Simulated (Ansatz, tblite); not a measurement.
## A script for LiTlTe$_{2}$ (GFN1-xTB)

These are simulated results from tblite 0.8.0, not measurements. The cell was built from a prototype and was relaxed with r2SCAN in plane waves (Ansatz 0.2.0). It may be hypothetical. All runs are without spin polarisation.

The symmetry is P-4m2 (No. 115, tetragonal); a = 4.598 Å, c = 6.473 Å in the conventional setting, 34.21 Å³ an atom. Li is surrounded by 4 Te at 2.74 Å; Te is surrounded by 2 Li at 2.74 Å and 2 Tl at 2.88 Å; Tl is surrounded by 4 Te at 2.88 Å.

tblite solves periodic systems at the zone centre alone, so the script builds a cluster of 2×2×2 conventional cells (32 atoms), which folds in a coarse mesh of k points.

Input script:

```python
import json
from ase import Atoms
from ase.build import make_supercell
from ase.units import Bohr, GPa, Hartree
from tblite.interface import Calculator

atoms = Atoms(['Li', 'Te', 'Tl', 'Te'],
              cell=[[4.598001, 0.0, -0.0], [-0.0, 4.598001, 0.0], [-0.0, 0.0, 6.47346]],
              scaled_positions=[[0.0, 0.0, -0.0], [-0.0, 0.5, 0.230916], [0.5, 0.5, 0.5], [0.5, 0.0, 0.769084]],
              pbc=True)
cluster = make_supercell(atoms, [[2, 0, 0], [0, 2, 0], [0, 0, 2]])
calc = Calculator('GFN1-xTB', cluster.numbers, cluster.positions / Bohr, lattice=cluster.cell[:] / Bohr, periodic=cluster.pbc)
calc.set('temperature', 0.02 / Hartree)
calc.set('max-iter', 150)
res = calc.singlepoint()
levels = res.get('orbital-energies') * Hartree
nv = round(res.get('orbital-occupations').sum() / 2)
cells = len(cluster) // len(atoms)
out = {'energy_per_cell': res.get('energy') * Hartree / cells, 'homo': levels[nv - 1], 'lumo': levels[nv],
       'stress': (-res.get('virial') * Hartree / cluster.get_volume() / GPa).tolist(), 'charges': res.get('charges')[:len(atoms)].tolist(), 'electrons': 2 * nv / cells}
json.dump(out, open('results.json', 'w'))
for key, value in out.items():
    print(key, value)
```

Command: `python run.py`. It took 1.2 s on 1 thread of Arm Neoverse V2, with other jobs on the host, peak memory 0.099 GiB.

The log:

```
------------------------------------------------------------
  cycle        total energy    energy error   density error
------------------------------------------------------------
      1     -74.02980260924  -7.3968919E+01   4.5764943E-01
      2     -75.00118381921  -9.7138121E-01   1.8191469E-01
      3     -75.03199588977  -3.0812071E-02   1.0528965E-01
      4     -75.03789352156  -5.8976318E-03   2.3245461E-02
      5     -75.03822254539  -3.2902383E-04   3.2940634E-03
      6     -75.03822951184  -6.9664496E-06   4.4123876E-04
      7     -75.03823145916  -1.9473176E-06   2.4157783E-04
      8     -75.03823225345  -7.9429103E-07   2.5503029E-05
      9     -75.03823225764  -4.1847699E-09   1.1543763E-05
------------------------------------------------------------

 total:                                   0.701 sec
energy_per_cell -255.23678806858774
homo -8.611197863785915
lumo -8.015217681204543
stress [[1.6508874273064225, -1.490296473443587e-07, 7.879627474567176e-08], [-1.4902964730034634e-07, 1.6508884798207129, -2.0024097961167293e-07], [7.879627467386311e-08, -2.0024097939835399e-07, 0.7520654679643249]]
charges [0.10745867132069253, -0.2009079284739409, 0.29436315331970664, -0.20090857670992568]
electrons 16.0
```

The cycle table is in hartree for the whole cluster, and the lines after it are in eV (the energy for one cell). The printed stress is in GPa and positive in compression, and the pressure is its mean diagonal.

GFN1-xTB gives a gap of 0.60 eV. On the same cell, plane-wave PBE (Ansatz, 6×6×4 k points and the special points) gives a gap of 0.17 eV and r2SCAN a gap of 0.40 eV; on shared hosts these took about 12 and 28 core-seconds on the 4-atom cell, against 1.2 for the script. Spin-orbit coupling, left out in all these runs, can cut or reorder the gap by tenths of an eV, up to about 1 eV with Pb or Bi. xTB was fitted to molecules, so gaps, charges and pressures of solids can be far off, and the gap also depends on the size of the cluster.

The same script was run on cells scaled at fixed shape and fractional coordinates:

| volume (Å³/atom) | energy (meV/atom) | pressure (GPa, positive in compression) | gap (eV) |
| --- | --- | --- | --- |
| 30.11 | 128.9 | 9.69 | 1.09 |
| 32.16 | 38.1 | 4.78 | 0.81 |
| 34.21 | 0.0 | 1.35 | 0.60 |
| 36.27 | -0.8 | -1.09 | 0.43 |
| 38.32 | 25.3 | -2.88 | 0.29 |

A Birch-Murnaghan fit puts the minimum at 35.26 Å³/atom, 3.1 % above the given cell, with a bulk modulus of 41.9 GPa at fixed shape.

xTB was fitted mostly to molecules, and a small cluster samples few k points, so gaps, pressures and kinks along a curve can be far from a solid's.

Spin-orbit coupling is left out; in compounds of Pb, Bi, Tl or Hg it can lower a gap by up to about 1 eV, split its edges or invert the bands.
